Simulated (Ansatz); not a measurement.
# C4H6O2S: a ladder of functionals and wavefunction methods

One table from this session's results is given with a row withheld; the runs are named, their logs left out.

Program: Ansatz 0.2.0, Gaussian basis. Level of theory: functionals in def2-TZVPP, the program's frozen cores in correlated methods. These are calculated values, not measurements.

Levels to be run: LDA (SPW92), PBE-D4, revPBE-D4, BLYP-D4, r2SCAN-D4, B97M-V, PBE0-D4, B3LYP-D4, r2SCANh-D4, r2SCAN0-D4, HSE06-D4, BHLYP-D4, CAM-B3LYP-D4, LC-ωPBE, ωB97X-V, ωB97M-V, B2PLYP, PBE-QIDH; CCSD(T)/def2-SVP; CCSD(T)/def2-TZVPP; MP2/def2-QZVPP; extrapolation to the limit; RPA on PBE.

### The relaxed structure

The geometry comes from an earlier relaxation with PBE0-D4 in a triple-zeta def2 set; it is a stationary point, not always the lowest conformer.

13 atoms, charge 0, spin multiplicity 1.

Atoms are counted from 1 here; the program's logs count them from 0.

Bond lengths: O1–S2 1.437 Å, S2–O3 1.437 Å, S2–C4 1.753 Å, S2–C7 1.804 Å, C4–C5 1.322 Å, C4–H8 1.081 Å, C5–C6 1.500 Å, C5–H9 1.085 Å, C6–C7 1.528 Å, C6–H10 1.094 Å, C6–H11 1.094 Å, C7–H12 1.089 Å, C7–H13 1.089 Å. Angles: O1–S2–O3 119.1°, O1–S2–C4 110.0°, O1–S2–C7 110.2°, O3–S2–C4 110.0°, O3–S2–C7 110.2°, C4–S2–C7 94.5°, S2–C4–C5 112.2°, S2–C4–H8 119.3°, C5–C4–H8 128.5°, C4–C5–C6 117.4°, C4–C5–H9 122.8°, C6–C5–H9 119.8°, C5–C6–C7 108.7°, C5–C6–H10 109.7°, C5–C6–H11 109.7°, C7–C6–H10 111.2°, C7–C6–H11 111.2°, H10–C6–H11 106.3° and more.

Set-up of the first run:

Contents of in.yaml:

```yaml
crystal:
  periodic: [false, false, false]
  atoms:
    - {symbol: O, position_ang: [-0.943646, 0.074831, -2.305880]}
    - {symbol: S, position_ang: [0.099861, -0.316864, -1.398586]}
    - {symbol: O, position_ang: [1.301973, -0.901834, -1.926057]}
    - {symbol: C, position_ang: [-0.557132, -1.333789, -0.130271]}
    - {symbol: C, position_ang: [-0.505168, -0.749665, 1.054550]}
    - {symbol: C, position_ang: [0.082122, 0.628596, 1.118423]}
    - {symbol: C, position_ang: [0.505089, 1.046330, -0.289302]}
    - {symbol: H, position_ang: [-0.939709, -2.313072, -0.381345]}
    - {symbol: H, position_ang: [-0.865547, -1.224316, 1.960750]}
    - {symbol: H, position_ang: [0.932882, 0.635851, 1.805668]}
    - {symbol: H, position_ang: [-0.652940, 1.323997, 1.533493]}
    - {symbol: H, position_ang: [1.576701, 1.213248, -0.382911]}
    - {symbol: H, position_ang: [-0.034485, 1.916677, -0.658524]}
basis:
  gaussian: {orbitals: def2-TZVPP}
hamiltonian: {xc: lda}
output: {orbitals: {seedname: orbitals}}
```

Run with:

```
> ansatz run in.yaml --threads 2 --pin off --events-out ev --progress --plain --max-ram 31744MiB --backend cuda --devices 0, --max-vram 18GiB
```

Steps of the session up to this table: LDA; PBE-D4 (GGA); revPBE-D4 (GGA); BLYP-D4 (GGA); r2SCAN-D4 (meta-GGA); B97M-V (meta-GGA); PBE0-D4 (hybrid); B3LYP-D4 (hybrid); r2SCANh-D4 (hybrid); r2SCAN0-D4 (hybrid); HSE06-D4 (hybrid); BHLYP-D4 (hybrid); CAM-B3LYP-D4 (range-separated); LC-ωPBE (range-separated); ωB97X-V (range-separated); ωB97M-V (range-separated); B2PLYP (double hybrid); PBE-QIDH (double hybrid).

One of the session's tables, all rows but one given; the rest of the session is left out.

It belongs to the step «Frontier levels by functional». 

| functional | HOMO (eV) | gap (eV) |
| --- | --- | --- |
| LDA (SPW92) | -6.90 | 4.86 |
| PBE-D4 | -6.70 | 4.91 |
| revPBE-D4 | -6.62 | 4.93 |
| BLYP-D4 | -6.57 | 4.91 |
| r2SCAN-D4 | -6.98 | 5.37 |
| B97M-V | -7.02 | 5.51 |
| PBE0-D4 | -8.06 | 7.24 |
| B3LYP-D4 | -7.83 | 6.77 |
| r2SCANh-D4 | -7.49 | 6.24 |
| r2SCAN0-D4 | ? | ? |
| HSE06-D4 | -7.66 | 6.46 |
| BHLYP-D4 | -9.28 | 9.56 |
| CAM-B3LYP-D4 | -9.43 | 9.75 |
| LC-ωPBE | -10.78 | 12.27 |
| ωB97X-V | -10.40 | 11.83 |
| ωB97M-V | -10.32 | 11.64 |

Estimate the missing values for r2SCAN0-D4.

Worked estimate for «HOMO (eV)». Against the share of exact exchange, r2SCAN-D4 (0, -6.98), r2SCANh-D4 (0.1, -7.49) give a slope of -5.10 per unit share; at 0.25 the line stands at -8.25.

As computed: HOMO (eV): -8.25; gap (eV): 7.54. In «HOMO (eV)» the line misses by 0.00.
